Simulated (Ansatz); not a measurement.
# CaLuBi2O4: the cost of one run

Method: reference: DFT PBE, plane waves, PAW, scalar-relativistic, no spin polarisation, in Ansatz 0.2.0.

1 further run of the same task is left out (for a known fault of the program).

## 1. The structure to begin with

Symmetry: P4/mmm, No. 123, tetragonal system. The conventional cell has a = 3.801 Å, b = 3.801 Å, c = 9.025 Å, α = 90.00°, β = 90.00°, γ = 90.00°. Around Lu (site symmetry 4/mmm) lie 8 O at 2.31 Å. Around Bi (site symmetry 4mm) lie 4 O at 2.21 Å. O (site symmetry 2mm) has 2 Bi at 2.21 Å and 2 Lu at 2.31 Å as nearest neighbours. Ca (site symmetry 4/mmm) has 8 Bi at 3.39 Å and 8 O at 3.72 Å and 4 Ca at 3.80 Å as nearest neighbours.

Structure file:

```cif
data_structure
_symmetry_space_group_name_H-M 'P 1'
_symmetry_Int_Tables_number 1
_cell_length_a 3.8009
_cell_length_b 3.8009
_cell_length_c 9.0252
_cell_angle_alpha 90.000
_cell_angle_beta 90.000
_cell_angle_gamma 90.000
_cell_volume 130.38
loop_
_atom_site_label
_atom_site_type_symbol
_atom_site_fract_x
_atom_site_fract_y
_atom_site_fract_z
_atom_site_occupancy
Lu1 Lu 0.00000 0.00000 0.00000 1
Bi1 Bi 0.50000 0.50000 0.72930 1
Bi2 Bi 0.50000 0.50000 0.27070 1
O1 O 0.50000 0.00000 0.85400 1
O2 O 0.00000 0.50000 0.85400 1
O3 O 0.50000 0.00000 0.14600 1
O4 O 0.00000 0.50000 0.14600 1
Ca1 Ca 0.00000 0.00000 0.50000 1
```

## 2. Reference

File input.yaml:

```yaml
crystal:
  lattice:
    - [3.800866, 0.0, 0.0]
    - [0.0, 3.800866, 0.0]
    - [0.0, 0.0, 9.025176]
  atoms:
    - { symbol: Lu, position: [0.0, 0.0, 0.0] }
    - { symbol: Bi, position: [0.5, 0.5, 0.7293] }
    - { symbol: Bi, position: [0.5, 0.5, 0.2707] }
    - { symbol: O, position: [0.5, 0.0, 0.854] }
    - { symbol: O, position: [0.0, 0.5, 0.854] }
    - { symbol: O, position: [0.5, 0.0, 0.146] }
    - { symbol: O, position: [0.0, 0.5, 0.146] }
    - { symbol: Ca, position: [0.0, 0.0, 0.5] }
  symmetry: { tolerance: 0.0003 }
kpoints:
  mp_grid: { grid: [5, 5, 2], shift: [0, 0, 0] }
magnetization:
  spin_polarized: false
scf:
  occupations: { method: fermi_dirac }
hamiltonian:
  pseudopotentials: { kind: paw }
  xc: pbe
basis:
  ecutwfc: 420
output:
  forces: true
  stress: true
  eigenvalues: true
  write_density: true
  write_potential: true
  elf: true
  volumetric_format: npy
```

Started as:

```console
> ansatz run input.yaml --threads 1 --pin off --max-ram 2560MiB --backend cpu --events-out ev --progress --plain --runs-dir out
```

Q: Estimate wall time and peak memory on 1 thread of Intel Xeon 6975P-C (Granite Rapids), shared host.

About 4.8 s, with a peak of 0.58 GiB.
